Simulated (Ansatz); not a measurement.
**GdO in Ansatz: the effect of functional**

Crystal: GdO.

```
Gd O
1.0
     0.00000    2.73553    2.73553
     2.73553    0.00000    2.73553
     2.73553    2.73553    0.00000
Gd O
1 1
Direct
  0.00000 0.00000 0.00000
  0.75000 0.75000 0.75000
```

The cell isn't the ideal one: volume scaled by 1.04.

Alike in all runs:

| Property | Result |
| --- | --- |
| Program | Ansatz 0.2.0 |
| Task | single point |
| Potentials or basis | Ansatz PAW |
| k mesh | 9 × 9 × 9 |
| Occupations | fermi-dirac, width 0.05 eV |
| Spin | collinear spin, ferromagnetic start |
| Starting moments | [7.0, 0.0] μB |

Q: One run gave: pressure -5.9 GPa; moment 7.94 μB. Which functional did it use?
A. r2SCAN
B. PBEsol
C. LDA

A: A.

```tsv
functional	cutoff	pressure (GPa)	moment (μB)
LDA	420 eV (not typed: the program's choice for these potentials)	-10.4	7.09
PBEsol	420 eV (not typed: the program's choice for these potentials)	-7.5	7.50
r2SCAN	500 eV (not typed: the program's choice for these potentials)	-5.9	7.94
```

Caveats: a cell with one magnetic atom can't hold antiferromagnetic order, which such compounds often take; the PAW data sets come from PBE, with cores solved anew for the run's functional, which leaves a small shift of forces and pressure; the magnetic or orbital state may not be the lowest (some runs).
